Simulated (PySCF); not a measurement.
# CoCl₃: relaxation and vibrations of the singlet

Aim: relax CoCl₃ as a singlet from a trigonal pyramidal start, check by its vibrations whether the end is a minimum, and collect its spectrum and constants.

Program: PySCF 2.14.0. Level of theory: PBE0, basis Co def2-TZVP, Cl def2-TZVP, no relativity, density fitting. These are calculated values, not measurements.

## Step 1: Starting geometry

4 atoms, charge 0, spin multiplicity 1.

Bond lengths: Co1–Cl2 2.100 Å, Co1–Cl3 2.100 Å, Co1–Cl4 2.100 Å. Angles: Cl2–Co1–Cl3 99.8°, Cl2–Co1–Cl4 99.8°, Cl3–Co1–Cl4 99.8°.

Z-matrix (Å, degrees; charge 0 multiplicity 1):
```
Co
Cl 1 2.1000
Cl 1 2.1000 2 99.75
Cl 1 2.1000 2 99.75 3 -101.77
```

## Step 2: First SCF at the start

One driver script runs all steps and calls PySCF; scf.py shows how it sets up the SCF of each step. The optimiser is the driver's own. After this first run the driver tries any further starts and a stability analysis.

scf.py

```python
from pyscf import gto, scf, dft
mol = gto.M(atom='''
Co     0.000000     0.000000     0.000000
Cl     1.854200     0.000000     0.985900
Cl    -0.927100     1.605800     0.985900
Cl    -0.927100    -1.605800     0.985900''',
    basis={'Co': 'def2-TZVP', 'Cl': 'def2-TZVP'},
    charge=0, spin=0)
mf = dft.RKS(mol, xc='PBE0')
mf.grids.atom_grid = (50, 194)
aux = {'Co': 'def2-universal-JKFIT', 'Cl': 'def2-universal-JKFIT'}
mf = mf.density_fit(auxbasis=aux)
mf.conv_tol = 1e-08
mf.diis_space = 10
mf.max_cycle = 60
mf.init_guess = 'minao'
mf.verbose = 4
mf.kernel()
```

On the command line:

```sh
$ OMP_NUM_THREADS=4 python axn.py task.json out
```

The runs that follow: Relaxation: trigonal pyramidal start, singlet; Hessian and properties; A spin-polarised start; Is it a minimum? Harmonic modes.

Q: Predict the outcome of this session. Wanted: minimum; geometry; wavenumbers; dipole moment; highest occupied, lowest empty level; polar-tensor charge of Co1; zero-point energy; atomisation energy; ⟨S²⟩.

As calculated:

| quantity | value |
| --- | --- |
| minimum | broken-symmetry (Ms = 0), Cs |
| geometry | Co–Cl 2.063 Å (×2), Co–Cl 2.072 Å; Cl–Co–Cl 112.1°, Cl–Co–Cl 118.5° (×2) |
| wavenumbers (cm⁻¹) | 79, 87, 105, 375, 437, 477 |
| dipole moment | 1.15 D |
| highest occupied, lowest empty level (either spin) | -9.04, -5.38 eV |
| polar-tensor charge of Co1 | +1.68 e |
| zero-point energy | 9.3 kJ/mol |
| entropy at 298.15 K | 348.0 J/(mol K) |
| atomisation energy (no zero-point energy) | 816 kJ/mol |
| ⟨S²⟩ | 1.542 |

In words: From C3v at the start the molecule goes to a Cs minimum. The determinant is spin-contaminated (⟨S²⟩ = 1.54 against 0.00), so it is no pure spin state. The strongest infrared band lies at 437 cm⁻¹ (stretch). Other starts or spin states, not run here, may lie lower. The SCF density has lower symmetry than the nuclear frame.
